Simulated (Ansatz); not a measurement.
# Si2N2H8: small, medium and large basis sets

How large a basis does Si2N2H8 need? Two functionals are run in growing sets.

Program: Ansatz 0.2.0, Gaussian basis. Level of theory: one geometry, several basis sets. These are calculated values, not measurements.

The runs, in order: PBE0-D4/def2-SVP; ωB97M-V/def2-SVP; PBE0-D4/def2-QZVPP; ωB97M-V/def2-QZVPP; the functionals' def2-TZVPP values are taken from earlier runs.

## (1) The relaxed structure

An earlier PBE0-D4 in a triple-zeta def2 set relaxation fixed the geometry.

12 atoms, charge 0, spin multiplicity 1.

Atoms are counted from 1 here; the program's logs count them from 0.

Bond lengths: N1–N2 1.433 Å, N1–H5 1.015 Å, N1–H6 1.015 Å, N2–Si3 1.727 Å, N2–Si4 1.730 Å, Si3–H7 1.483 Å, Si3–H8 1.491 Å, Si3–H9 1.491 Å, Si4–H10 1.487 Å, Si4–H11 1.487 Å, Si4–H12 1.487 Å. Angles: N2–N1–H5 109.9°, N2–N1–H6 109.9°, H5–N1–H6 108.3°, N1–N2–Si3 117.6°, N1–N2–Si4 110.1°, Si3–N2–Si4 132.2°, N2–Si3–H7 108.9°, N2–Si3–H8 110.2°, N2–Si3–H9 110.2°, H7–Si3–H8 110.3°, H7–Si3–H9 110.3°, H8–Si3–H9 107.0°, N2–Si4–H10 111.2°, N2–Si4–H11 111.2°, N2–Si4–H12 106.8°, H10–Si4–H11 108.3°, H10–Si4–H12 109.6°, H11–Si4–H12 109.6°.

## (2) PBE0-D4 in def2-SVP

The input, in.yaml:

```yaml
crystal:
  periodic: [false, false, false]
  atoms:
    - {symbol: N, position_ang: [-1.105944, 0.953020, -0.619598]}
    - {symbol: N, position_ang: [-0.090427, 0.087743, -0.097703]}
    - {symbol: Si, position_ang: [-0.113442, -0.243578, 1.596675]}
    - {symbol: Si, position_ang: [0.958898, -0.433904, -1.369866]}
    - {symbol: H, position_ang: [-2.022964, 0.559127, -0.436034]}
    - {symbol: H, position_ang: [-1.051942, 1.860330, -0.168304]}
    - {symbol: H, position_ang: [1.013648, -1.151131, 1.923352]}
    - {symbol: H, position_ang: [-1.410192, -0.871433, 1.981565]}
    - {symbol: H, position_ang: [0.003040, 1.025230, 2.371559]}
    - {symbol: H, position_ang: [1.633793, 0.721392, -2.018370]}
    - {symbol: H, position_ang: [0.208445, -1.182900, -2.412182]}
    - {symbol: H, position_ang: [1.977088, -1.323896, -0.751104]}
basis:
  gaussian: {orbitals: def2-SVP}
hamiltonian: {xc: pbe0, dispersion: d4}
output: {orbitals: {seedname: orbitals}}
```

The run is started by

```sh
$ ansatz run in.yaml --threads 4 --pin off --events-out ev --progress --plain --max-ram 10444MiB
```

The program printed:

```text
Functional definition: PBE0
  name "PBE0"
  cite "Adamo & Barone, J. Chem. Phys. 110, 6158 (1999) doi:10.1063/1.478522"
  cite "Perdew, Burke & Ernzerhof, Phys. Rev. Lett. 77, 3865 (1996) doi:10.1103/PhysRevLett.77.3865"
  parent pbe
  parameter a = 0.25
  parameter kappa = 0.804
  parameter beta = 0.06672455060314922
  exchange = (1 - a)*pbe_x(kappa = kappa, mu = beta*pi^2/3) + a*exact_x
  correlation = pbe_c(beta = beta)
1200 factors; their error is unknown
mean field evaluation 1: about -18843.3458 eV, gradient 4.4e1 eV
mean field evaluation 2: about -18838.1867 eV, gradient 6.5e1 eV
mean field evaluation 4: about -18847.4770 eV, gradient 2.8e0 eV
mean field evaluation 8: about -18847.5786 eV, gradient 2.9e-2 eV
mean field -18847.57862089 eV, -692.6357389700 hartree, gradient 4.0e-5 eV, S^2 0.000000; 0 other end points of the search recorded, 0 dependent functions left out
reference -18847.57865162 eV, -692.6357400992 hartree; 25, 25 occupied and 79, 79 virtual orbitals, 1200 factors
Total energy: -18847.80394035 eV, -692.6440193077 hartree
```

It took 0.6 s on 4 threads of INTEL XEON PLATINUM 8581C at 2.10GHz, shared host.

## (3) ωB97M-V in def2-SVP

Edit in.yaml of step 2 so:

```diff
@@ -17,3 +17,3 @@
   gaussian: {orbitals: def2-SVP}
-hamiltonian: {xc: pbe0, dispersion: d4}
+hamiltonian: {xc: {name: wB97M-V}}
 output: {orbitals: {seedname: orbitals}}
```

Launched as before.

The program printed (excerpt; [...] marks lines left out):

```text
Functional definition: wB97M-V
  name "wB97M-V"
  cite "Mardirossian & Head-Gordon, J. Chem. Phys. 144, 214110 (2016) doi:10.1063/1.4952647"
  cite "Becke, J. Chem. Phys. 107, 8554 (1997) doi:10.1063/1.475007"
  cite "Vydrov & Van Voorhis, J. Chem. Phys. 133, 244103 (2010) doi:10.1063/1.3521275"
  # Of w^i u^j: cxij and so on, Table III.
[...]
  gx(w, u) = 1 - cx + cx01*u + cx10*w
  gss(w, u) = css00 + css04*u^4 + css10*w + css20*w^2 + css43*w^4*u^3
  gos(w, u) = cos00 + cos10*w + (cos20 + cos21*u)*w^2 + (cos60 + cos61*u)*w^6
[...]
      + integral(e_c_pw_mod_opposite_spin*gos(b97_w_opposite, b97_u_opposite)) + vv10(b, c)
1200 factors; their error is unknown
363 factors; integrals over basis functions are off by at most 7.2e-6 eV
[...]
mean field -18855.00262182 eV, -692.9085659723 hartree, gradient 9.0e-5 eV, S^2 0.000000; 0 other end points of the search recorded, 0 dependent functions left out
reference -18855.00266979 eV, -692.9085677348 hartree; 25, 25 occupied and 79, 79 virtual orbitals, 1200 factors
Total energy: -18855.00266979 eV, -692.9085677348 hartree
```

It took 2 s on 4 threads of INTEL XEON PLATINUM 8581C at 2.10GHz, shared host.

## (4) PBE0-D4 in def2-QZVPP

Edit in.yaml of step 3 so:

```diff
@@ -16,4 +16,4 @@
 basis:
-  gaussian: {orbitals: def2-SVP}
-hamiltonian: {xc: {name: wB97M-V}}
+  gaussian: {orbitals: "def2-QZVPP.json"}
+hamiltonian: {xc: pbe0, dispersion: d4}
 output: {orbitals: {seedname: orbitals}}
```

Same command.

The program printed:

```text
Functional definition: PBE0
  name "PBE0"
  cite "Adamo & Barone, J. Chem. Phys. 110, 6158 (1999) doi:10.1063/1.478522"
  cite "Perdew, Burke & Ernzerhof, Phys. Rev. Lett. 77, 3865 (1996) doi:10.1103/PhysRevLett.77.3865"
  parent pbe
  parameter a = 0.25
  parameter kappa = 0.804
  parameter beta = 0.06672455060314922
  exchange = (1 - a)*pbe_x(kappa = kappa, mu = beta*pi^2/3) + a*exact_x
  correlation = pbe_c(beta = beta)
1616 factors; their error is unknown
mean field evaluation 1: about -18850.8553 eV, gradient 5.8e1 eV
mean field evaluation 2: about -18838.0261 eV, gradient 9.4e1 eV
mean field evaluation 4: about -18857.5406 eV, gradient 3.9e0 eV
mean field evaluation 8: about -18857.5656 eV, gradient 2.3e-1 eV
mean field evaluation 16: about -18857.5771 eV, gradient 6.7e-5 eV
mean field -18857.57708731 eV, -693.0031758338 hartree, gradient 6.7e-5 eV, S^2 0.000000; 0 other end points of the search recorded, 0 dependent functions left out
reference -18857.57713404 eV, -693.0031775513 hartree; 25, 25 occupied and 469, 469 virtual orbitals, 1616 factors
Total energy: -18857.80242278 eV, -693.0114567597 hartree
```

Wall time 6 s (4 threads of INTEL XEON PLATINUM 8581C at 2.10GHz, shared host); peak memory 1.9 GiB.

## (5) ωB97M-V in def2-QZVPP

Edit in.yaml of step 4 so:

```diff
@@ -17,3 +17,3 @@
   gaussian: {orbitals: "def2-QZVPP.json"}
-hamiltonian: {xc: pbe0, dispersion: d4}
+hamiltonian: {xc: {name: wB97M-V}}
 output: {orbitals: {seedname: orbitals}}
```

Launched as before.

The program printed (excerpt; [...] marks lines left out):

```text
Functional definition: wB97M-V
  name "wB97M-V"
  cite "Mardirossian & Head-Gordon, J. Chem. Phys. 144, 214110 (2016) doi:10.1063/1.4952647"
  cite "Becke, J. Chem. Phys. 107, 8554 (1997) doi:10.1063/1.475007"
  cite "Vydrov & Van Voorhis, J. Chem. Phys. 133, 244103 (2010) doi:10.1063/1.3521275"
  # Of w^i u^j: cxij and so on, Table III.
[...]
  gx(w, u) = 1 - cx + cx01*u + cx10*w
  gss(w, u) = css00 + css04*u^4 + css10*w + css20*w^2 + css43*w^4*u^3
  gos(w, u) = cos00 + cos10*w + (cos20 + cos21*u)*w^2 + (cos60 + cos61*u)*w^6
[...]
      + integral(e_c_pw_mod_opposite_spin*gos(b97_w_opposite, b97_u_opposite)) + vv10(b, c)
1576 factors; their error is unknown
418 factors; integrals over basis functions are off by at most 1.2e-5 eV
[...]
mean field -18865.14049074 eV, -693.2811257831 hartree, gradient 3.4e-5 eV, S^2 0.000000; 0 other end points of the search recorded, 0 dependent functions left out
reference -18865.14056597 eV, -693.2811285480 hartree; 25, 25 occupied and 469, 469 virtual orbitals, 1576 factors
Total energy: -18865.14056597 eV, -693.2811285480 hartree
```

Run time: 12 s. Hardware: 4 threads of INTEL XEON PLATINUM 8581C at 2.10GHz, shared host; peak memory 2.2 GiB.

## (6) Functionals by basis

The def2-TZVPP values come from earlier runs at the same geometry.

| functional | basis | functions | energy (eV) | from the largest (eV) | HOMO (eV) | LUMO (eV) |
| --- | --- | --- | --- | --- | --- | --- |
| PBE0-D4 | def2-SVP | 104 | -18847.8039 | 9.998 | -7.15 | 0.51 |
| PBE0-D4 | def2-TZVPP | 258 | -18857.0616 | 0.741 | -7.27 | 0.04 |
| PBE0-D4 | def2-QZVPP | 494 | -18857.8024 | 0.000 | -7.29 | -0.11 |
| ωB97M-V | def2-SVP | 104 | -18855.0027 | 10.138 | -9.41 | 2.37 |
| ωB97M-V | def2-TZVPP | 258 | -18864.4549 | 0.686 | -9.56 | 1.67 |
| ωB97M-V | def2-QZVPP | 494 | -18865.1406 | 0.000 | -9.59 | 1.36 |

## (7) Outcome

```
                                       quantity           value
PBE0-D4: double and triple zeta above quadruple  10.00, 0.74 eV
ωB97M-V: double and triple zeta above quadruple  10.14, 0.69 eV
```

PBE0-D4 gains 9.26 eV from double to triple zeta, then 0.74 eV more. Total energies overstate the basis error of differences, where much of it tends to cancel. The LUMO of ωB97M-V is positive and keeps falling with the basis (2.37 to 1.36 eV): an unbound level that the basis holds in place.

For PBE0-D4 the largest set took about 10 times as long as the smallest (6 s against 0.6 s).
